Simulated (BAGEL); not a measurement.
**CH3ClGaN (SMILES C#[N+][GaH2-][Cl]) at B3LYP/6-31G(d) (density fitting with qzvpp-jkfit, spherical functions)**

What is the energy change on altering one bond length of CH3ClGaN at B3LYP/6-31G* (density fitting with qzvpp-jkfit, spherical functions)? 

Program for the calculation: BAGEL 1.2.2.

6 further runs of the same task are left out: 5 that didn't finish, 1 set aside as unsound or not needed.

### 1 Starting point

The species is CH3ClGaN (7 atoms), meant as a singlet with charge 0. SMILES: `C#[N+][GaH2-][Cl]`. Geometry: a GFN2-xTB relaxation, a rough one for these elements and not checked as a minimum.

Bond lengths: C1–N2 1.140 Å, N2–Ga3 2.134 Å, Ga3–Cl4 2.077 Å, C1–H5 1.061 Å, Ga3–H6 1.552 Å, Ga3–H7 1.543 Å. Angles: C1–N2–Ga3 158.9°, N2–Ga3–Cl4 101.2°, N2–C1–H5 179.1°, N2–Ga3–H6 91.4°, N2–Ga3–H7 96.8°, Cl4–Ga3–H6 118.1°, Cl4–Ga3–H7 119.1°, H6–Ga3–H7 119.0°.

### 2 The energy at B3LYP/6-31G(d) (density fitting with qzvpp-jkfit, spherical functions)

Contents of job.json:

```json
{ "bagel" : [

{
  "title" : "molecule",
  "basis" : "6-31gs.json",
  "df_basis" : "qzvpp-jkfit",
  "angstrom" : "true",
  "geometry" : [
    { "atom" : "C", "xyz" : [   -0.382180,   -1.021910,   -1.599270 ] },
    { "atom" : "N", "xyz" : [    0.131730,   -0.505680,   -0.721770 ] },
    { "atom" : "Ga", "xyz" : [    0.344300,    0.600600,    1.090150 ] },
    { "atom" : "Cl", "xyz" : [   -0.894170,    2.225660,    0.719320 ] },
    { "atom" : "H", "xyz" : [   -0.846010,   -1.508340,   -2.420390 ] },
    { "atom" : "H", "xyz" : [   -0.227690,   -0.578620,    1.920780 ] },
    { "atom" : "H", "xyz" : [    1.874010,    0.788290,    1.011180 ] }
  ]
},
{ "title" : "ks", "xc_func" : "b3lyp" },
{ "title" : "print", "file" : "orbitals.molden", "orbitals" : "true" }

]}
```

The basis set 6-31G* is read from a file made from the Basis Set Exchange's data (not shown).

On the command line:

```bash
$ BAGEL_NUM_THREADS=1 BAGEL job.json > job.out
```

What it wrote:

```text
* using 1 threads per process

  ===============================================================
  ===============================================================

  *** Geometry ***

  { "atom" : "C", "xyz" : [     -0.722216,     -1.931130,     -3.022182 ] },
  { "atom" : "N", "xyz" : [      0.248934,     -0.955597,     -1.363948 ] },
  { "atom" : "Ga", "xyz" : [      0.650633,      1.134970,      2.060085 ] },
  { "atom" : "Cl", "xyz" : [     -1.689736,      4.205888,      1.359318 ] },
  { "atom" : "H", "xyz" : [     -1.598727,     -2.850350,     -4.573874 ] },
  { "atom" : "H", "xyz" : [     -0.430272,     -1.093433,      3.629748 ] },
  { "atom" : "H", "xyz" : [      3.541366,      1.489652,      1.910853 ] },

  Number of auxiliary basis functions:      600

  Since a DF basis is specified, we compute 2- and 3-index integrals:
    o Being stored without compression. Storage requirement is 0.034 GB

  Number of basis functions:       84
  Number of electrons      :       64

    * METHOD: MOLECULE                             0.57

  *** Kohn-Sham DFT ***

    * Removing 11666 points whose weight is below 1.00e-10
    * Grid points: 92676

  === Nuclear Repulsion ===
   313.0800426434

       - DIIS with orbital gradients will be used.

  === KS iteration (b3lyp / 6-31gs.json) ===
      0      -2388.98850294          0.10711176           0.83
      1      -2071.73369927          0.20881119           0.54
      2      -2298.84293774          0.10289619           0.53
      3      -2322.20414005          0.23311268           0.54
      4      -2341.49477140          0.23302379           0.54
      5      -2349.43851103          0.20337732           0.52
      6      -2354.24708666          0.19080363           0.52
      7      -2164.03192566          0.23497284           0.53
      8      -2349.49305091          0.12154191           0.53
      9      -2385.39826256          0.18821514           0.53
[... 27 lines of this table left out ...]
     37      -2479.48628281          0.00000009           0.53
     38      -2479.48628281          0.00000002           0.53
     39      -2479.48628281          0.00000001           0.52
     40      -2479.48628281          0.00000000           0.53
    * SCF iteration converged.

    * Permanent dipole moment:
           (    0.281076,     1.668870,     1.834506) a.u.

    * METHOD: KS                                  22.68

    * METHOD: PRINT                                0.02

  ===============================================================
```

Run time: 24 s. Hardware: 1 thread of Intel Xeon Platinum 8259CL at 2.50GHz (Skylake/Cascade Lake), shared host; peak memory 0.43 GiB.

### 3 The distorted shape at the same level

Contents of calc.json:

```json
{ "bagel" : [

{
  "title" : "molecule",
  "basis" : "6-31gs.json",
  "df_basis" : "qzvpp-jkfit",
  "angstrom" : "true",
  "geometry" : [
    { "atom" : "C", "xyz" : [      -0.637260,      -2.349425,      -3.773539 ] },
    { "atom" : "N", "xyz" : [      -0.123350,      -1.833195,      -2.896039 ] },
    { "atom" : "Ga", "xyz" : [       0.344300,       0.600600,       1.090150 ] },
    { "atom" : "Cl", "xyz" : [      -0.894170,       2.225660,       0.719320 ] },
    { "atom" : "H", "xyz" : [      -1.101090,      -2.835855,      -4.594659 ] },
    { "atom" : "H", "xyz" : [      -0.227690,      -0.578620,       1.920780 ] },
    { "atom" : "H", "xyz" : [       1.874010,       0.788290,       1.011180 ] }
  ]
},

{
  "title" : "ks",
  "xc_func" : "b3lyp"
},

{
  "title" : "print",
  "file" : "orbitals.molden",
  "orbitals" : "true"
}

]}
```

The basis set 6-31G* is read from a file made from the Basis Set Exchange's data (not shown).

On the command line:

```bash
$ BAGEL_NUM_THREADS=1 BAGEL calc.json > calc.out
```

What it wrote:

```text
* using 1 threads per process

  ===============================================================
  ===============================================================

  *** Geometry ***

  { "atom" : "C", "xyz" : [     -1.204247,     -4.439770,     -7.130955 ] },
  { "atom" : "N", "xyz" : [     -0.233098,     -3.464236,     -5.472721 ] },
  { "atom" : "Ga", "xyz" : [      0.650633,      1.134970,      2.060085 ] },
  { "atom" : "Cl", "xyz" : [     -1.689736,      4.205888,      1.359318 ] },
  { "atom" : "H", "xyz" : [     -2.080759,     -5.358989,     -8.682647 ] },
  { "atom" : "H", "xyz" : [     -0.430272,     -1.093433,      3.629748 ] },
  { "atom" : "H", "xyz" : [      3.541366,      1.489652,      1.910853 ] },

  Number of auxiliary basis functions:      600

  Since a DF basis is specified, we compute 2- and 3-index integrals:
    o Being stored without compression. Storage requirement is 0.034 GB

  Number of basis functions:       84
  Number of electrons      :       64

    * METHOD: MOLECULE                             0.75

  *** Kohn-Sham DFT ***

    * Removing 9738 points whose weight is below 1.00e-10
    * Grid points: 94604

  === Nuclear Repulsion ===
   253.3048876829

       - DIIS with orbital gradients will be used.

  === KS iteration (b3lyp / 6-31gs.json) ===
      0      -2380.15109238          0.09961654           0.88
      1      -1996.65542661          0.14614566           0.57
      2      -2280.80799020          0.09949424           0.56
      3      -2473.49765466          0.09781199           0.58
      4      -2378.52381275          0.17175647           0.55
      5      -2463.23553525          0.09243025           0.60
      6      -2410.45326577          0.15616084           0.57
      7      -2316.12960718          0.17243084           0.62
      8      -2440.57972147          0.06769928           0.57
      9      -2426.37685951          0.08124729           0.64
[... 42 lines of this table left out ...]
     52      -2479.47081846          0.00000016           0.55
     53      -2479.47081846          0.00000009           0.56
     54      -2479.47081846          0.00000002           0.58
     55      -2479.47081846          0.00000001           0.68
    * SCF iteration converged.

    * Permanent dipole moment:
           (    0.191888,     1.091664,     1.042708) a.u.

    * METHOD: KS                                  34.52

    * METHOD: PRINT                                0.02

  ===============================================================
```

Wall time 36 s (1 thread of Intel Xeon Platinum 8259CL at 2.50GHz (Skylake/Cascade Lake), shared host); peak memory 0.44 GiB.

### 4 Outcome

At B3LYP/6-31G* (density fitting with qzvpp-jkfit, spherical functions):

| quantity | value |
| --- | --- |
| first shape: total energy | -2479.48628 Eh |
| first shape: dipole moment | 6.34 D |
| first shape: HOMO energy | -7.16 eV |
| first shape: LUMO energy | -1.39 eV |
| first shape: HOMO–LUMO gap | 5.77 eV |
| distorted shape: total energy | -2479.47082 Eh |
| distorted shape: dipole moment | 3.87 D |
| distorted shape: HOMO energy | -7.89 eV |
| distorted shape: LUMO energy | -1.89 eV |
| distorted shape: HOMO–LUMO gap | 6.00 eV |
| energy change with the N2–Ga3 bond stretched from 2.134 to 4.694 Å | 0.421 eV |

What this shows: With the N2–Ga3 bond stretched from 2.134 to 4.694 Å the energy rises by 0.42 eV (40.6 kJ/mol). The first shape isn't relaxed at this level, so the change isn't measured from a minimum.
